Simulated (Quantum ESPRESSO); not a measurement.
# WS (Pm-3m) in Quantum ESPRESSO: a series of runs, part 4 of 4

Quantum ESPRESSO 7.5. Earlier steps stand in the parts before.

## Step 5: Phonons, WC

pw.in reads:

```
&CONTROL
  calculation = 'scf'
  prefix = 'pwscf'
  outdir = './tmp'
  pseudo_dir = './pseudo'
  tprnfor = .true.
  tstress = .true.
  disk_io = 'low'
/
&SYSTEM
  ibrav = 0
  A = 3.44484848
  nat = 2
  ntyp = 2
  ecutwfc = 56
  ecutrho = 448
  nbnd = 16
  input_dft = 'wc'
  occupations = 'smearing'
  smearing = 'fd'
  degauss = 0.00367493
/
&ELECTRONS
  conv_thr = 4d-10
  electron_maxstep = 120
  mixing_beta = 0.5
/
ATOMIC_SPECIES
W    183.8400 w_pbe_v1.2.uspp.F.UPF
S     32.0600 s_pbe_v1.4.uspp.F.UPF
CELL_PARAMETERS alat
   1.0000000000    0.0000000000    0.0000000000
   0.0000000000    1.0000000000    0.0000000000
   0.0000000000    0.0000000000    1.0000000000
ATOMIC_POSITIONS alat
W      0.5000000000    0.5000000000    0.5000000000
S      0.0000000000    0.0000000000    0.0000000000
K_POINTS automatic
6 6 6 1 1 1
```

relax.in reads:

```
&CONTROL
  calculation = 'vc-relax'
  prefix = 'pwscf'
  outdir = './tmp'
  pseudo_dir = './pseudo'
  tprnfor = .true.
  tstress = .true.
  disk_io = 'low'
  nstep = 40
  forc_conv_thr = 0.0001
  etot_conv_thr = 1d-06
/
&SYSTEM
  ibrav = 0
  A = 3.44484848
  nat = 2
  ntyp = 2
  ecutwfc = 56
  ecutrho = 448
  nbnd = 16
  input_dft = 'wc'
  occupations = 'smearing'
  smearing = 'fd'
  degauss = 0.00367493
/
&ELECTRONS
  conv_thr = 4d-10
  electron_maxstep = 120
  mixing_beta = 0.5
/
&IONS
  ion_dynamics = 'bfgs'
/
&CELL
  cell_dynamics = 'bfgs'
  press = 0
  press_conv_thr = 0.2
/
ATOMIC_SPECIES
W    183.8400 w_pbe_v1.2.uspp.F.UPF
S     32.0600 s_pbe_v1.4.uspp.F.UPF
CELL_PARAMETERS alat
   1.0000000000    0.0000000000    0.0000000000
   0.0000000000    1.0000000000    0.0000000000
   0.0000000000    0.0000000000    1.0000000000
ATOMIC_POSITIONS alat
W      0.5000000000    0.5000000000    0.5000000000
S      0.0000000000    0.0000000000    0.0000000000
K_POINTS automatic
6 6 6 1 1 1
```

scf2.in reads:

```
&CONTROL
  calculation = 'scf'
  prefix = 'pwscf'
  outdir = './tmp'
  pseudo_dir = './pseudo'
  tprnfor = .true.
  tstress = .true.
  disk_io = 'low'
/
&SYSTEM
  ibrav = 0
  A = 2.98780903
  nat = 2
  ntyp = 2
  ecutwfc = 56
  ecutrho = 448
  nbnd = 16
  input_dft = 'wc'
  occupations = 'smearing'
  smearing = 'fd'
  degauss = 0.00367493
/
&ELECTRONS
  conv_thr = 1d-13
  electron_maxstep = 120
  mixing_beta = 0.5
  startingpot = 'file'
  startingwfc = 'file'
/
ATOMIC_SPECIES
W    183.8400 w_pbe_v1.2.uspp.F.UPF
S     32.0600 s_pbe_v1.4.uspp.F.UPF
CELL_PARAMETERS alat
   1.0000000003    0.0000000000    0.0000000000
   0.0000000000    1.0000000003    0.0000000000
   0.0000000000    0.0000000000    1.0000000003
ATOMIC_POSITIONS alat
W      0.5000000001    0.5000000001    0.5000000001
S      0.0000000000    0.0000000000    0.0000000000
K_POINTS automatic
6 6 6 1 1 1
```

ph.in reads:

```
phonons of WS
&INPUTPH
  prefix = 'pwscf'
  outdir = './tmp'
  tr2_ph = 1d-18
  fildyn = 'dyn'
  niter_ph = 90
  alpha_mix(1) = 0.4
/
0.0000000000 0.0000000000 0.0000000000
```

dynmat.in reads:

```
&INPUT
  fildyn = 'dyn'
  asr = 'crystal'
  filout = 'dynmat.disp'
  fileig = 'dynmat.eig'
/
```

Potentials or basis: GBRV 1.5 PBE.

Run with:

```console
OMP_NUM_THREADS=1 pw.x -in pw.in > pw.out
OMP_NUM_THREADS=1 pw.x -in relax.in > relax.out
OMP_NUM_THREADS=1 pw.x -in scf2.in > scf2.out
OMP_NUM_THREADS=1 ph.x -in ph.in > ph.out
OMP_NUM_THREADS=1 dynmat.x -in dynmat.in > dynmat.out
```

pw.out:

```text
This program is part of the open-source Quantum ESPRESSO suite
     for quantum simulation of materials; please cite
         "P. Giannozzi et al., J. Phys.:Condens. Matter 21 395502 (2009);
         "P. Giannozzi et al., J. Phys.:Condens. Matter 29 465901 (2017);
         "P. Giannozzi et al., J. Chem. Phys. 152 154105 (2020);
     in publications or presentations arising from this work. More details at

     IMPORTANT: XC functional enforced from input :
     Exchange-correlation= WC
                           (   1   4  11   4   0   0   0)
     Any further DFT definition will be discarded
     Please, verify this is what you really want

     Message from routine setup:
     using ibrav=0 with symmetry is DISCOURAGED, use correct ibrav instead

     G-vector sticks info
     --------------------
     sticks:   dense  smooth     PW     G-vecs:    dense   smooth      PW
     Sum        1489     749    221                43867    15515    2517

     Using Slab Decomposition

     bravais-lattice index     =            0
[... 185 lines left out ...]
    10.3453  10.3453  11.9226  12.6321  12.6321  13.4048  20.3166  20.3166
[... 43 lines left out ...]
   -62.8073 -26.9500 -26.9496 -26.9496  -0.6190   6.3626   6.3626   6.6181
    12.3120  12.7587  12.7587  14.3621  14.3621  15.1776  15.9784  15.9784

     the Fermi energy is    11.9289 ev

!    total energy              =    -182.86911373 Ry
     estimated scf accuracy    <          3.4E-11 Ry
     smearing contrib. (-TS)   =      -0.00140764 Ry
     internal energy E=F+TS    =    -182.86770609 Ry

     The total energy is F=E-TS. E is the sum of the following terms:
     one-electron contribution =     -37.84862394 Ry
     hartree contribution      =      25.78200335 Ry
     xc contribution           =     -48.98846430 Ry
     ewald contribution        =    -121.81262120 Ry

     convergence has been achieved in   9 iterations

     negative rho (up, down):  6.747E-02 0.000E+00

     Forces acting on atoms (cartesian axes, Ry/au):

     atom    1 type  1   force =     0.00000000    0.00000000    0.00000000
     atom    2 type  2   force =     0.00000000    0.00000000    0.00000000

     Total force =     0.000000     Total SCF correction =     0.000000

     Computing stress (Cartesian axis) and pressure

     negative rho (up, down):  6.747E-02 0.000E+00
          total   stress  (Ry/bohr**3)                   (kbar)     P=     -392.31
  -0.00266685   0.00000000   0.00000000         -392.31        0.00        0.00
   0.00000000  -0.00266685   0.00000000            0.00     -392.31        0.00
   0.00000000   0.00000000  -0.00266685            0.00        0.00     -392.31

=------------------------------------------------------------------------------=
   JOB DONE.
=------------------------------------------------------------------------------=
```

relax.out:

```text
This program is part of the open-source Quantum ESPRESSO suite
     for quantum simulation of materials; please cite
         "P. Giannozzi et al., J. Phys.:Condens. Matter 21 395502 (2009);
         "P. Giannozzi et al., J. Phys.:Condens. Matter 29 465901 (2017);
         "P. Giannozzi et al., J. Chem. Phys. 152 154105 (2020);
[... 497 lines left out ...]
   0.00000000   0.00000863   0.00000000            0.00        1.27        0.00
   0.00000000   0.00000000   0.00000863            0.00        0.00        1.27

=------------------------------------------------------------------------------=
   JOB DONE.
=------------------------------------------------------------------------------=
```

Wall time 2.3 min (1 thread of AMD EPYC 9R45 (Zen 5), shared host); peak memory 0.35 GiB.

What came out:

| Item | Value |
| --- | --- |
| Free energy | -2490.7458 eV |
| Relaxed volume | 13.34 Å³/atom |
| Relaxed cell | a = 2.988 Å, b = 2.988 Å, c = 2.988 Å, α = 90.00°, β = 90.00°, γ = 90.00° |
| Space group after relaxing (to 0.05 Å) | Pm-3m (No. 221) |
| Pressure after relaxing | 0.1 GPa |
| Band gap on the k mesh | none (metal or under the smearing width) |
| Highest phonon frequency at Γ | 209 cm⁻¹ |

The path:
| step | energy change (eV) | largest force (eV/Å) | pressure (GPa) | volume (Å³) |
| --- | --- | --- | --- | --- |
| 1 | 0.0000 | 0.0000 | -39.23 | 40.88 |
| 2 | -1.8264 | 0.0000 | -34.07 | 33.24 |
| 3 | -2.3411 | 0.0000 | 41.57 | 23.66 |
| 4 | -2.6334 | 0.0000 | -12.15 | 28.11 |
| 5 | -2.6882 | 0.0000 | -2.76 | 26.96 |
| 6 | -2.6907 | 0.0000 | 0.30 | 26.64 |
| 7 | -2.6907 | 0.0000 | -0.01 | 26.67 |
| 8 | -2.6907 | 0.0000 | 0.00 | 26.67 |

Final structure:
```
W S
1.0
     2.98781    0.00000    0.00000
     0.00000    2.98781    0.00000
     0.00000    0.00000    2.98781
W S
1 1
Direct
  0.50000 0.50000 0.50000
  0.00000 0.00000 0.00000
```

Phonon frequencies in cm⁻¹ (negative: imaginary):
```
              q point           frequencies
(0.000, 0.000, 0.000)  -1 -1 -1 209 209 209
```

Optical modes at Γ, degenerate ones joined:
```csv
cm⁻¹,components,symmetry,active in
209,3,T1u,IR
```

Caveat: the k mesh is coarse; the mesh is thin for the phonons of a metal; the potentials were made for another functional, which shifts forces and pressure; the volume moved by over 15 % at a fixed basis, so the end points are rough.

## Step 6: The runs side by side

```csv
level,potentials or basis,form of the LDA correlation,gap on the mesh (eV),pressure (GPa)
LDA,GBRV 1.5 LDA,PZ81,none,0.1
PBE,GBRV 1.5 PBE,-,none,0.1
PBEsol,GBRV 1.5 PBEsol,-,none,0.1
WC,GBRV 1.5 PBE,-,none,0.1
```

Alike in all rows: task phonons; no spin polarisation; cell relaxed; k mesh 6 × 6 × 6, shifted; cutoff (eV) 762; smearing fermi-dirac 0.05 eV.

Caveats: the mesh is thin for the phonons of a metal; the volume moved by over 15 % at a fixed basis, so the end points are rough; the potentials were made for another functional, which shifts forces and pressure (some runs).

Absolute energies hang on the potentials; compare differences alone.
